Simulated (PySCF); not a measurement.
# C2H10OSi2: the cost of one run

Computed with PySCF 2.14.0 and routines of our own; the level stands in each step. Atoms count from 0.

## (1) The system as given

15 atoms, charge 0, multiplicity 1; geometry from: GFN2-xTB.

## (2) Magnetic properties: GIAO B3LYP/pcSseg-1

The job: settings as JSON, then the geometry in Å.

```
{"job": {"kind": "mag", "xc": "B3LYP", "basis": "pcSseg-1", "isotopologues": 2}, "charge": 0, "multiplicity": 1}
C     -2.961334     0.229934    -0.112982
O     -1.595407     0.445586    -0.278087
Si    -0.372176    -0.340604     0.446114
C      1.152228     0.503506    -0.275034
Si     2.773612    -0.204095     0.390711
H     -3.230557    -0.790141    -0.396532
H     -3.497947     0.933484    -0.750629
H     -3.256940     0.388793     0.926695
H     -0.456327    -0.198983     1.905555
H     -0.421412    -1.775837     0.137636
H      1.108893     1.571142    -0.062139
H      1.136961     0.412051    -1.360552
H      2.834903    -0.043711     1.844024
H      2.874303    -1.627385     0.065196
H      3.906787     0.504250    -0.214129
```

Level: GIAO B3LYP/pcSseg-1 magnetisability, rotational g tensor and spin-rotation constants, non-relativistic, gas phase.

Run with:

```
OMP_NUM_THREADS=1 python excited_run.py task.json out
```

One launch serves the whole session: the jobs run in the order shown.

Q: Estimate the wall time and peak memory of this first job on 1 thread of Intel Xeon Platinum 8375C at 2.90GHz, shared host.

About 17 s, with a peak of 0.76 GiB.
